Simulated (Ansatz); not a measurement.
# InO: the cost of one run

Method: DFT PBE+D3(BJ), scalar-relativistic, plane waves, PAW, in Ansatz 0.2.0.

2 further runs of the same task are left out: 2 set aside as unsound or not needed. Runs told in other sessions of the task aren't counted.

## 1. Starting point

Symmetry: P-6m2, No. 187, hexagonal system. The conventional cell has a = 3.430 Å, b = 3.430 Å, c = 15.852 Å, α = 90.00°, β = 90.00°, γ = 120.00°. In (site symmetry 3m) is surrounded by 3 O at 2.13 Å. Around O (site symmetry 3m) lie 3 In at 2.13 Å.

Structure file:

```xyz
4
Lattice="3.4298 0.0000 0.0000 -1.7149 2.9703 0.0000 0.0000 0.0000 15.8520" Properties=species:S:1:pos:R:3 pbc="T T T"
In    1.7149    0.9901    9.3452
In    1.7149    0.9901    6.5068
O     0.0000    0.0000   10.1433
O     0.0000    0.0000    5.7087
```

It goes back to an entry of the Materials Project, which need not be the stable form.

This cell was relaxed beforehand with the same method: volume 40.37 Å³/atom, gap on the mesh 0.44 eV.

## 2. The reference cell

The reference gives a free energy of -12330.5198 eV, pressure -0.02 GPa, largest force 0.002 eV/Å and gap on the mesh 0.44 eV. It was computed beforehand with the settings of the runs below.

## 3. Zone-centre phonons by finite displacements

input.yaml reads:

```yaml
crystal:
  lattice:
    - [3.4297831874, 0.0, 0.0]
    - [-1.7148915937, 2.9702793698, 0.0]
    - [0.0, 0.0, 15.8520222321]
  atoms:
    - { symbol: In, position: [0.6666666667, 0.3333333333, 0.5895266171] }
    - { symbol: In, position: [0.6666666667, 0.3333333333, 0.4104733829] }
    - { symbol: O, position: [0.0, 0.0, 0.6398766429] }
    - { symbol: O, position: [0.0, 0.0, 0.3601233571] }
basis:
  ecutwfc: 420
kpoints:
  mp_grid: { grid: [12, 12, 2] }
hamiltonian:
  xc: pbe
  dispersion: d3bj
scf:
  occupations: { method: gaussian, width: 0.05 }
output:
  eigenvalues: true
phonons:
  method: fd
  supercell: [1, 1, 1]
  amplitude: 0.02
  eigenvectors: true
  dielectric: false
```

On the command line:

```
ansatz run input.yaml --threads 2 --pin off --max-ram 5120MiB --backend cpu --events-out ev --progress --plain --runs-dir out
```

**Question.** How long does this run take on 2 threads of AMD EPYC 9R45 (Zen 5), shared host, and how much memory does it need?

About 18 s, with a peak of 0.65 GiB.
